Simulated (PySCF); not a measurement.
# GdP10 (Gd(P5)2+): the cost of one run

The runs use PySCF 2.14.0; r2SCAN, Gd lcecp-1-SVP with ECP53, P def2-SVP; scalar-relativistic core potentials, no spin–orbit coupling.

4 further runs of the same task are left out: 2 for a known fault of the program, 2 that didn't finish.

## (1) Starting geometry

11 atoms, charge 1, spin multiplicity 1.

Bond lengths: Gd1–P2 3.078 Å, Gd1–P3 3.078 Å, Gd1–P4 3.078 Å, Gd1–P5 3.078 Å, Gd1–P6 3.078 Å, Gd1–P7 3.078 Å, Gd1–P8 3.078 Å, Gd1–P9 3.078 Å, Gd1–P10 3.078 Å, Gd1–P11 3.078 Å, P2–P3 2.144 Å, P2–P6 2.144 Å, P3–P4 2.144 Å, P4–P5 2.144 Å, P5–P6 2.144 Å, P7–P8 2.144 Å, P7–P11 2.144 Å, P8–P9 2.144 Å and more. Angles: P2–Gd1–P3 40.8°, P2–Gd1–P4 68.6°, P2–Gd1–P5 68.6°, P2–Gd1–P6 40.8°, P2–Gd1–P7 180.0°, P2–Gd1–P8 139.2°, P2–Gd1–P9 111.4°, P2–Gd1–P10 111.4°, P2–Gd1–P11 139.2°, P3–Gd1–P4 40.8°, P3–Gd1–P5 68.6°, P3–Gd1–P6 68.6°, P3–Gd1–P7 139.2°, P3–Gd1–P8 111.4°, P3–Gd1–P9 111.4°, P3–Gd1–P10 139.2°, P3–Gd1–P11 180.0°, P4–Gd1–P5 40.8° and more.

As a file:

```tsv
atom	x (Å)	y (Å)	z (Å)
Gd1	0.0000	0.0000	0.0000
P2	0.0000	1.8242	2.4792
P3	-1.7349	0.5637	2.4792
P4	-1.0722	-1.4758	2.4792
P5	1.0722	-1.4758	2.4792
P6	1.7349	0.5637	2.4792
P7	0.0000	-1.8242	-2.4792
P8	-1.7349	-0.5637	-2.4792
P9	-1.0722	1.4758	-2.4792
P10	1.0722	1.4758	-2.4792
P11	1.7349	-0.5637	-2.4792
```

Formal oxidation states: Gd +3. Each metal's 7 4f electrons lie in its core potential, so multiplicities, spins and levels count the valence alone. An earlier session relaxed this geometry at r2SCAN, Gd lcecp-1-SVP with ECP53, P def2-SVP (singlet, point group D5d).

Its energy there is -3448.126548 Eh.

## (2) Atoms moved at random, σ = 0.1 Å

Input file run.py (the lines that set the calculation):

```python
mol = gto.M(atom='''
Gd    -0.09510    -0.15214     0.17734
P      0.11346     2.04773     2.52004
P     -1.71216     0.72659     2.48168
P     -1.10358    -1.58433     2.40049
P      1.20508    -1.65681     2.44786
P      1.75001     0.75567     2.59010
P     -0.06609    -1.85658    -2.33366
P     -1.62756    -0.53239    -2.57445
P     -1.17775     1.45573    -2.53508
P      0.99274     1.45467    -2.57759
P      1.72095    -0.65813    -2.59672''',
    basis={'Gd': 'lcecp-1-SVP', 'P': 'def2-SVP'},
    ecp={'Gd': 'lcecp-1-SVP'},
    charge=1, spin=0)
mf = dft.RKS(mol, xc='R2SCAN')
mf.grids.atom_grid = (50, 194)  # f atoms: unpruned, at least (60, 302)
mf = mf.density_fit()  # fitting sets: Gd AutoAux, P def2-universal-JKFIT
mf.conv_tol = 1e-08; mf.max_cycle = 55
mf.kernel(dm0)  # dm0: the density of the relaxed state
```

Launch:

```bash
$ OMP_NUM_THREADS=4 python run.py
```

**Question.** How long does this run take on 4 threads of Intel Xeon Platinum 8488C (Sapphire Rapids), shared host?

About 24 s.
